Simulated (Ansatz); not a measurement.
# Si₃Ge₃H₁₄: a ladder of functionals and wavefunction methods

One table from this session's results is given with a row withheld; the runs are named, their logs left out.

Program: Ansatz 0.2.0, Gaussian basis. Level of theory: functionals in def2-TZVPP, the program's frozen cores in correlated methods. These are calculated values, not measurements.

Plan: LDA (SPW92), PBE-D4, revPBE-D4, BLYP-D4, r2SCAN-D4, B97M-V, PBE0-D4, B3LYP-D4, r2SCANh-D4, r2SCAN0-D4, HSE06-D4, BHLYP-D4, CAM-B3LYP-D4, LC-ωPBE, ωB97X-V, ωB97M-V, B2PLYP, PBE-QIDH; CCSD(T)/def2-SVP; CCSD(T)/def2-TZVPP; MP2/def2-QZVPP; extrapolation to the limit; RPA on PBE.

### Structure used throughout

The geometry comes from an earlier relaxation with PBE0-D4 in a triple-zeta def2 set; it is a stationary point, not always the lowest conformer.

SMILES `[SiH3][GeH2][GeH2][SiH2][SiH2][GeH3]`, 20 atoms, charge 0, spin multiplicity 1.

Atoms are counted from 1 here; the program's logs count them from 0.

Bond lengths: Si1–Ge2 2.380 Å, Si1–H7 1.486 Å, Si1–H8 1.487 Å, Si1–H9 1.488 Å, Ge2–Ge3 2.430 Å, Ge2–H10 1.542 Å, Ge2–H11 1.541 Å, Ge3–Si4 2.381 Å, Ge3–H12 1.540 Å, Ge3–H13 1.541 Å, Si4–Si5 2.334 Å, Si4–H14 1.490 Å, Si4–H15 1.490 Å, Si5–Ge6 2.381 Å, Si5–H16 1.489 Å, Si5–H17 1.489 Å, Ge6–H18 1.538 Å, Ge6–H19 1.537 Å and more. Angles: Ge2–Si1–H7 110.7°, Ge2–Si1–H8 109.7°, Ge2–Si1–H9 110.0°, H7–Si1–H8 108.8°, H7–Si1–H9 108.6°, H8–Si1–H9 108.9°, Si1–Ge2–Ge3 113.0°, Si1–Ge2–H10 108.6°, Si1–Ge2–H11 109.9°, Ge3–Ge2–H10 108.9°, Ge3–Ge2–H11 108.9°, H10–Ge2–H11 107.4°, Ge2–Ge3–Si4 110.7°, Ge2–Ge3–H12 108.9°, Ge2–Ge3–H13 109.3°, Si4–Ge3–H12 109.9°, Si4–Ge3–H13 110.3°, H12–Ge3–H13 107.7° and more.

Coordinates:

```xyz
20
charge 0, multiplicity 1
Si   -2.09291    1.78965    0.12201
Ge   -1.75736    0.06169    1.72354
Ge    0.58697   -0.49154    2.04807
Si    1.32358   -2.03471    0.39098
Si    0.65654   -1.25061   -1.70387
Ge    1.50358    0.95195   -2.02016
H    -1.70126    1.33061   -1.23646
H    -1.27164    2.97495    0.48301
H    -3.52642    2.18607    0.09325
H    -2.35522    0.51602    3.06979
H    -2.51445   -1.20884    1.28975
H     1.42105    0.80108    1.96879
H     0.77918   -1.08717    3.45648
H     0.72100   -3.36760    0.67194
H     2.80653   -2.16866    0.43519
H     1.13875   -2.13410   -2.80161
H    -0.83168   -1.21982   -1.74917
H     3.03117    0.90333   -2.19642
H     0.88687    1.62632   -3.25654
H     1.19572    1.82138   -0.78855
```

Set-up of the first run:

File in.yaml:

```yaml
crystal:
  periodic: [false, false, false]
  atoms:
    - {symbol: Si, position_ang: [-2.092908, 1.789655, 0.122015]}
    - {symbol: Ge, position_ang: [-1.757356, 0.061691, 1.723536]}
    - {symbol: Ge, position_ang: [0.586968, -0.491542, 2.048066]}
    - {symbol: Si, position_ang: [1.323583, -2.034708, 0.390975]}
    - {symbol: Si, position_ang: [0.656538, -1.250607, -1.703868]}
    - {symbol: Ge, position_ang: [1.503576, 0.951947, -2.020158]}
    - {symbol: H, position_ang: [-1.701256, 1.330606, -1.236459]}
    - {symbol: H, position_ang: [-1.271644, 2.974952, 0.483011]}
    - {symbol: H, position_ang: [-3.526421, 2.186067, 0.093249]}
    - {symbol: H, position_ang: [-2.355217, 0.516024, 3.069791]}
    - {symbol: H, position_ang: [-2.514447, -1.208837, 1.289748]}
    - {symbol: H, position_ang: [1.421053, 0.801083, 1.968786]}
    - {symbol: H, position_ang: [0.779181, -1.087170, 3.456482]}
    - {symbol: H, position_ang: [0.721004, -3.367603, 0.671936]}
    - {symbol: H, position_ang: [2.806525, -2.168658, 0.435190]}
    - {symbol: H, position_ang: [1.138748, -2.134103, -2.801613]}
    - {symbol: H, position_ang: [-0.831682, -1.219816, -1.749174]}
    - {symbol: H, position_ang: [3.031168, 0.903328, -2.196418]}
    - {symbol: H, position_ang: [0.886869, 1.626322, -3.256542]}
    - {symbol: H, position_ang: [1.195718, 1.821381, -0.788552]}
basis:
  gaussian: {orbitals: def2-TZVPP}
hamiltonian: {xc: lda}
output: {orbitals: {seedname: orbitals}}
```

Among the steps run: LDA; PBE-D4 (GGA); revPBE-D4 (GGA); BLYP-D4 (GGA); r2SCAN-D4 (meta-GGA); B97M-V (meta-GGA); PBE0-D4 (hybrid); B3LYP-D4 (hybrid); r2SCANh-D4 (hybrid); r2SCAN0-D4 (hybrid); HSE06-D4 (hybrid); BHLYP-D4 (hybrid); CAM-B3LYP-D4 (range-separated); LC-ωPBE-D4 (range-separated; the results give it without D4); ωB97X-V (range-separated); ωB97M-V (range-separated); B2PLYP (double hybrid); PBE-QIDH (double hybrid).

One of the session's tables, all rows but one given; the rest of the session is left out.

It belongs to the step «Orbital energies across the functionals». 

| functional | HOMO (eV) | gap (eV) |
| --- | --- | --- |
| LDA (SPW92) | -6.82 | 5.28 |
| PBE-D4 | -6.70 | 5.37 |
| revPBE-D4 | -6.66 | 5.42 |
| BLYP-D4 | -6.52 | 5.34 |
| r2SCAN-D4 | -6.95 | 5.83 |
| B97M-V | -7.08 | 5.76 |
| PBE0-D4 | -7.70 | 7.15 |
| B3LYP-D4 | -7.48 | 6.76 |
| r2SCANh-D4 | -7.31 | 6.46 |
| r2SCAN0-D4 | -7.86 | 7.41 |
| HSE06-D4 | -7.32 | 6.41 |
| BHLYP-D4 | -8.54 | 8.90 |
| CAM-B3LYP-D4 | ? | ? |
| LC-ωPBE | -10.11 | 11.61 |
| ωB97X-V | -9.81 | 11.21 |
| ωB97M-V | -9.61 | 10.74 |

Estimate the missing values for CAM-B3LYP-D4.

**Answer.** HOMO (eV): -8.84; gap (eV): 9.31. In the column «HOMO (eV)» it lies between ωB97M-V (-9.61) and BHLYP-D4 (-8.54).
